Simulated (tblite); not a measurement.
# CH11NO2Si3: the cost of one run

Programs: tblite 0.8.0 and PySCF 2.14.0, with density-fitted response routines of our own. Each step states its level of theory. These are calculated values for one molecule in the gas phase, unless marked as measured. Atoms are numbered from 0 throughout.

## Step 1: The molecule as given

18 atoms, charge 0, multiplicity 1; geometry from: force field or distance geometry start.

Bonds of the start (Å): N0–C1 1.46, C1–Si2 1.87, Si2–O3 1.73, O3–Si4 1.73, Si4–O5 1.70, O5–Si6 1.73, N0–H7 1.05, N0–H8 1.03, C1–H9 1.10, C1–H10 1.11, Si2–H11 1.47, Si2–H12 1.45, Si4–H13 1.47, Si4–H14 1.47, Si6–H15 1.48, Si6–H16 1.48, Si6–H17 1.47.

## Step 2: Optimising the geometry with GFN2-xTB

What the job is given:

```
{"job": {"kind": "relax", "xc": "GFN2-xTB", "basis": "xTB"}, "charge": 0, "multiplicity": 1}
N     -2.602900     0.984300     0.592000
C     -3.000500    -0.207800    -0.155200
Si    -1.435200    -1.050600    -0.740100
O     -0.380600     0.176200    -1.361500
Si     1.027400    -0.021100    -0.374000
O      2.158400     1.230000    -0.622000
Si     3.760500     0.606500    -0.479500
H     -2.925000     1.847600     0.096500
H     -1.587100     1.023900     0.754600
H     -3.573300     0.068000    -1.049700
H     -3.590000    -0.878700     0.507700
H     -0.862900    -1.738600     0.430800
H     -1.681400    -2.038700    -1.774700
H      1.553200    -1.352100    -0.727300
H      0.538300    -0.045500     1.011300
H      3.789100    -0.599300     0.376300
H      4.210700     0.323900    -1.856000
H      4.592400     1.678300     0.094400
```

Started as:

```bash
$ OMP_NUM_THREADS=1 python probes_run.py task.json out
```

This one command runs all jobs of the session in turn.

Q: Estimate the wall time and peak memory of this first job on 1 thread of Arm Neoverse V2, shared host.

About 1.4 s, with a peak of 0.18 GiB.
